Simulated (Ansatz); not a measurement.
# CHBOS2: the cost of one run

Computed with the Python package of Ansatz 0.2.0. Level of theory: Hartree-Fock/def2-SVPD.

### Step 1. The system

Bond lengths: O1–C2 1.252 Å, C2–S3 1.766 Å, C2–B4 1.618 Å, S3–B4 1.749 Å, B4–S5 1.931 Å, S5–H6 1.432 Å. Angles: O1–C2–S3 147.5°, O1–C2–B4 150.4°, S3–C2–B4 62.1°, C2–S3–B4 54.8°, C2–B4–S3 63.1°, C2–B4–S5 152.3°, S3–B4–S5 144.6°, B4–S5–H6 92.2°.

No structure file is read: the coordinates are typed or built in the script.

### Step 2. Script

energy_chbos2.py

```python
# -*- coding: utf-8 -*-
"""Electronic structure of the CHBOS2 molecule."""

import sys

import ansatz as az
import numpy as np

GEOMETRY = """
O     2.44230    0.13290    0.47770
C     1.28820   -0.33390    0.34780
S     0.17660   -1.66770    0.66960
B    -0.20910   -0.23510   -0.25660
S    -1.60210    0.68030   -1.23100
H    -2.05380    1.35950   -0.05380
"""

geometry = az.Crystal.molecule()
for line in GEOMETRY.strip().splitlines():
    symbol, *xyz = line.split()
    geometry = geometry.atom(symbol, [float(v) for v in xyz])

calculation = (
    geometry.calculation()
    .basis(gaussian="def2-SVPD")
    .functional("hf")
    .forces()
)
try:
    summary = calculation.run(threads=1).report
except az.AnsatzError as error:
    sys.exit(f"{type(error).__name__}: {error}")

print("reference energy %16.6f eV" % summary["reference_energy_ev"])
print("total energy     %16.6f eV" % summary["free_energy_ev"])
print("occupied orbitals outside the frozen core (up, down):", summary["n_occupied"], " frozen:", summary["n_frozen"], " virtual:", summary["n_virtual"])

state = summary["mean_field"]["state"]
print(f"mean field: {state['energy']['hartree']:.7f} Ha, <S^2> = {abs(state['spin_squared']):.4f}, stability: {state.get('stability', {}).get('kind')}")

symbols = [site.symbol for site in geometry.cartesian_sites]
forces = np.array(summary["forces_ev_ang"])
print("largest force", round(float(np.linalg.norm(forces, axis=1).max()), 4), "eV/A, rms", round(float(np.sqrt((forces ** 2).mean())), 4))

charges = summary["charge_distribution"]
print("dipole moment", round(4.803205 * float(np.linalg.norm(charges["dipole_moment_e_ang"])), 3), "D")
print("Mulliken:", [(s, round(q, 3)) for s, q in zip(symbols, charges["mulliken_charges_e"])])
```

### Step 3. Running it

Run with:

```sh
> python energy_chbos2.py
```

Q: Estimate wall time and peak memory on 1 thread of AMD EPYC 9B14 (Zen 4), shared host.

About 2.7 s, with a peak of 0.33 GiB.
